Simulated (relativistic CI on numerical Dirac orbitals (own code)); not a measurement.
**W⁵⁺: 4d photoemission multiplets**

Aim: the 4d photoemission spectrum of W⁵⁺ in 3 surroundings, from the same atomic integrals.

Program: relativistic CI on numerical Dirac orbitals (own code) version 1. Level of theory: Dirac-Coulomb-Breit CI, KLI orbitals optimised for each configuration, model QED (radiative potential, 1s self-energy scaled to tabulated hydrogen-like ionisation energies), valence Slater integrals scaled by 0.7, multiplet model of photoemission in the sudden approximation in a parametric crystal field. These are calculated values, not measurements, unless marked.

### Step 1. The system

| Quantity | Value |
| --- | --- |
| ion | W⁵⁺ (W VI) |
| nuclear charge | 74 |
| electrons | 69 |
| configurations | [Xe] 4f14 5d → [Kr] 4d9 4f14 5s2 5p6 5d |
| temperature | 300 K |
| widths | Lorentz 3.5 eV, Gauss 0.6 eV |
| surrounding 1 | D3d, 10Dq = 41850, Dsigma = -1050, Dtau = -230 cm⁻¹ |
| surrounding 2 | D4h, 10Dq = 65000, Ds = 1660, Dt = -320 cm⁻¹ |
| surrounding 3 | Td, 10Dq = -10500 cm⁻¹ |

### Step 2. Surrounding 1: D3d, 10Dq = 41850, Dsigma = -1050, Dtau = -230

Settings, as recorded:

```ini
atom W  Z=74  charge=5  electrons=69
nucleus A=184  rms_radius_fm=5.3658
hamiltonian dirac-coulomb  breit=on  qed=on  c_scale=1
orbitals kli  potential=per-configuration
slater_scale 0.7
correlation none
mixing on
configurations
  [Xe] 4f14 5d
  [Kr] 4d9 4f14 5s2 5p6 5d
end
photoemission 4d T=300 lorentz=3.5 gauss=0.6
crystal_field D3d 10Dq=41850 Dsigma=-1050 Dtau=-230
```

Results of the run (chosen fields of its result record, rounded):

```text
status: converged
curve, one point in 3 above 2 % of the maximum [energy, intensity] [eV; 1/eV]:
  - [304.8, 0.002148]
  - [306, 0.002548]
  - [307.2, 0.003076]
  - [308.4, 0.003794]
  - [309.6, 0.004806]
  - [310.8, 0.006301]
  - [312, 0.00864]
  - [313.2, 0.01259]
  - [314.4, 0.01992]
  - [315.6, 0.03509]
  - [316.8, 0.06698]
  - [318, 0.1034]
  - [319.2, 0.08455]
  - [320.4, 0.04673]
  - [321.6, 0.02666]
  - [322.8, 0.01789]
  - [324, 0.01432]
  - [325.2, 0.01357]
  - [326.4, 0.01517]
  - [327.6, 0.02079]
  - [328.8, 0.03489]
  - [330, 0.06043]
  - [331.2, 0.06609]
  - [332.4, 0.04212]
  - [333.6, 0.02354]
  - [334.8, 0.01383]
  - [336, 0.009055]
  - [337.2, 0.00653]
  - [338.4, 0.004884]
  - [339.6, 0.003714]
  - [340.8, 0.002934]
  - [342, 0.002394]
sticks, the strongest [energy, strength] [eV, share]:
  - [317.73, 0.07172]
  - [317.8, 0.02709]
  - [318.11, 0.09735]
  - [318.15, 0.04079]
  - [318.19, 0.0461]
  - [318.24, 0.07692]
  - [318.27, 0.0846]
  - [318.73, 0.02939]
  - [330.46, 0.04569]
  - [330.56, 0.1093]
  - [330.57, 0.04977]
  - [330.73, 0.07568]
  - [331.24, 0.03387]
  - [331.29, 0.02966]
centroid [eV]: 323.302
spread [eV]: 6.20146
peak [eV]: 318.4
ground_S: 0.5
radial 4d9 5d [Ha, bohr]: {"<r^-3>(4d)": 117.4, "<r^1>(4d)": 0.50842, "<r^2>(4d)": 0.29909, "<r^4>(4d)": 0.14318, "zeta(4d)": 0.18347, "<r^-3>(5d)": 13.466, "<r^1>(5d)": 1.4892, "<r^2>(5d)": 2.5083, "<r^4>(5d)": 9.5211, "F2(4d,5d)": 0.17316, "F4(4d,5d)": 0.075756, "G0(4d,5d)": 0.038652, "G2(4d,5d)": 0.046681, "G4(4d,5d)": 0.038817, "zeta(5d)": 0.018216}
```

Wall time 0.23 s (1 thread, shared host).

### Step 3. Surrounding 2: D4h, 10Dq = 65000, Ds = 1660, Dt = -320

Settings: those of step 2 with these lines changed.

```diff
@@ -12,2 +12,2 @@
 photoemission 4d T=300 lorentz=3.5 gauss=0.6
-crystal_field D3d 10Dq=41850 Dsigma=-1050 Dtau=-230
+crystal_field D4h 10Dq=65000 Ds=1660 Dt=-320
```

Main fields:

```text
status: converged
curve, one point in 4 above 2 % of the maximum [energy, intensity] [eV; 1/eV]:
  - [304.8, 0.002143]
  - [306.4, 0.0027]
  - [308, 0.003518]
  - [309.6, 0.004789]
  - [311.2, 0.00693]
  - [312.8, 0.01095]
  - [314.4, 0.01976]
  - [316, 0.04296]
  - [317.6, 0.09439]
  - [319.2, 0.08517]
  - [320.8, 0.03864]
  - [322.4, 0.02008]
  - [324, 0.01405]
  - [325.6, 0.0136]
  - [327.2, 0.01864]
  - [328.8, 0.03514]
  - [330.4, 0.06689]
  - [332, 0.05046]
  - [333.6, 0.02384]
  - [335.2, 0.01196]
  - [336.8, 0.007005]
  - [338.4, 0.004687]
  - [340, 0.003451]
  - [341.6, 0.00263]
sticks, the strongest [energy, strength] [eV, share]:
  - [317.8, 0.06845]
  - [318.11, 0.09338]
  - [318.23, 0.09068]
  - [318.26, 0.04331]
  - [318.32, 0.08146]
  - [330.48, 0.04495]
  - [330.57, 0.05681]
  - [330.61, 0.09943]
centroid [eV]: 323.312
spread [eV]: 6.1957
peak [eV]: 318.4
ground_S: 0.5
```

It took 0.23 s on 1 thread, shared host.

### Step 4. Surrounding 3: Td, 10Dq = -10500

Settings: those of step 3 with these lines changed.

```diff
@@ -12,2 +12,2 @@
 photoemission 4d T=300 lorentz=3.5 gauss=0.6
-crystal_field D4h 10Dq=65000 Ds=1660 Dt=-320
+crystal_field Td 10Dq=-10500
```

Main fields:

```text
status: converged
curve, one point in 4 above 2 % of the maximum [energy, intensity] [eV; 1/eV]:
  - [304.8, 0.002153]
  - [306.4, 0.002715]
  - [308, 0.00354]
  - [309.6, 0.004827]
  - [311.2, 0.006999]
  - [312.8, 0.0111]
  - [314.4, 0.02012]
  - [316, 0.04397]
  - [317.6, 0.09482]
  - [319.2, 0.08359]
  - [320.8, 0.03835]
  - [322.4, 0.02039]
  - [324, 0.01419]
  - [325.6, 0.01347]
  - [327.2, 0.01826]
  - [328.8, 0.03533]
  - [330.4, 0.06706]
  - [332, 0.04951]
  - [333.6, 0.02353]
  - [335.2, 0.01265]
  - [336.8, 0.007257]
  - [338.4, 0.004717]
  - [340, 0.003355]
  - [341.6, 0.002532]
sticks, the strongest [energy, strength] [eV, share]:
  - [318.04, 0.07439]
  - [318.15, 0.07337]
  - [318.2, 0.07275]
  - [318.43, 0.07398]
  - [318.61, 0.07383]
  - [330.36, 0.07394]
  - [330.56, 0.1464]
  - [331.15, 0.07443]
centroid [eV]: 323.289
spread [eV]: 6.20931
peak [eV]: 318.4
ground_S: 0.5
```

Wall time 0.23 s (1 thread, shared host).

### Step 5. Comparison

| surrounding | ground S | centroid (eV) | spread (eV) | up to four highest peaks (% of the highest), eV |
| --- | --- | --- | --- | --- |
| 1: D3d | 0.50 | 323.30 | 6.20 | 318.4 (100), 330.8 (66) |
| 2: D4h | 0.50 | 323.31 | 6.20 | 318.4 (100), 330.8 (66) |
| 3: Td | 0.50 | 323.29 | 6.21 | 318.4 (100), 330.8 (67) |

### Step 6. Outcome

| quantity | value |
| --- | --- |
| highest peak, first run | 318.4 eV |
| ground spin (effective S from ⟨S²⟩) | 0.50 |

In words: The highest peak stays in place, within the step of the energy grid, in all surroundings. Energies are those of the free ion without screening by ligands; binding energies in solids differ by tens of eV.
